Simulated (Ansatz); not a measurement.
**GeH6OSSi: small, medium and large basis sets**

One table from this session's results is given with a row withheld; the runs are named, their logs left out.

Method: one geometry, several basis sets; program: Ansatz 0.2.0, Gaussian basis.

Plan: PBE0-D4/def2-SVP; ωB97M-V/def2-SVP; PBE0-D4/def2-QZVPP; ωB97M-V/def2-QZVPP; the functionals' def2-TZVPP values are taken from earlier runs.

**The relaxed structure**

The geometry comes from an earlier relaxation with PBE0-D4 in a triple-zeta def2 set; it is a stationary point, not always the lowest conformer.

SMILES `O[SiH2][S][GeH3]`, 10 atoms, charge 0, spin multiplicity 1.

Atoms are counted from 1 here; the program's logs count them from 0.

Bond lengths: O1–Si2 1.641 Å, O1–H5 0.958 Å, Si2–S3 2.132 Å, Si2–H6 1.488 Å, Si2–H7 1.477 Å, S3–Ge4 2.227 Å, Ge4–H8 1.535 Å, Ge4–H9 1.533 Å, Ge4–H10 1.539 Å. Angles: Si2–O1–H5 118.0°, O1–Si2–S3 113.5°, O1–Si2–H6 110.9°, O1–Si2–H7 105.3°, S3–Si2–H6 107.5°, S3–Si2–H7 108.1°, H6–Si2–H7 111.6°, Si2–S3–Ge4 98.0°, S3–Ge4–H8 110.1°, S3–Ge4–H9 106.0°, S3–Ge4–H10 109.5°, H8–Ge4–H9 111.1°, H8–Ge4–H10 109.7°, H9–Ge4–H10 110.3°.

As a file:

```mol
GeH6OSSi
  3D, bonds by distance, orders not assigned

 10  9  0  0  0  0  0  0  0  0999 V2000
   -1.0075    1.5666   -1.5160 O   0  0
    0.3168    1.3461   -0.5721 Si  0  0
    1.2160   -0.5726   -0.8057 S   0  0
    0.1716   -1.6113    0.8643 Ge  0  0
   -1.7003    0.9053   -1.4805 H   0  0
   -0.0247    1.5077    0.8674 H   0  0
    1.2877    2.3664   -1.0174 H   0  0
    0.7116   -1.1174    2.2133 H   0  0
    0.4516   -3.1066    0.6728 H   0  0
   -1.3399   -1.3353    0.7767 H   0  0
  1  2  8  0
  2  3  8  0
  3  4  8  0
  1  5  8  0
  2  6  8  0
  2  7  8  0
  4  8  8  0
  4  9  8  0
  4 10  8  0
M  END
```

Set-up of the first run:

Contents of in.yaml:

```yaml
crystal:
  periodic: [false, false, false]
  atoms:
    - {symbol: O, position_ang: [-1.007489, 1.566568, -1.515992]}
    - {symbol: Si, position_ang: [0.316807, 1.346055, -0.572111]}
    - {symbol: S, position_ang: [1.216026, -0.572584, -0.805665]}
    - {symbol: Ge, position_ang: [0.171638, -1.611305, 0.864266]}
    - {symbol: H, position_ang: [-1.700314, 0.905264, -1.480508]}
    - {symbol: H, position_ang: [-0.024658, 1.507739, 0.867416]}
    - {symbol: H, position_ang: [1.287696, 2.366450, -1.017430]}
    - {symbol: H, position_ang: [0.711559, -1.117370, 2.213343]}
    - {symbol: H, position_ang: [0.451594, -3.106599, 0.672795]}
    - {symbol: H, position_ang: [-1.339858, -1.335316, 0.776684]}
basis:
  gaussian: {orbitals: def2-SVP}
hamiltonian: {xc: pbe0, dispersion: d4}
output: {orbitals: {seedname: orbitals}}
```

Launch:

```sh
ansatz run in.yaml --threads 4 --pin off --events-out ev --progress --plain --max-ram 10444MiB
```

Among the steps run: PBE0-D4 in def2-SVP; ωB97M-V in def2-SVP; PBE0-D4 in def2-QZVPP; ωB97M-V in def2-QZVPP.

One of the session's tables, all rows but one given; the rest of the session is left out.

It belongs to the step «Density functionals: the series». 

```
functional       basis  HOMO (eV)  LUMO (eV)
   PBE0-D4    def2-SVP          ?          ?
   PBE0-D4  def2-TZVPP      -7.53      -0.30
   PBE0-D4  def2-QZVPP      -7.55      -0.48
   ωB97M-V    def2-SVP      -9.57       1.89
   ωB97M-V  def2-TZVPP      -9.70       1.52
   ωB97M-V  def2-QZVPP      -9.72       1.10
```

Estimate the missing values for PBE0-D4, def2-SVP.

As computed: HOMO (eV): -7.45; LUMO (eV): -0.04. In the column «HOMO (eV)» it is the highest.
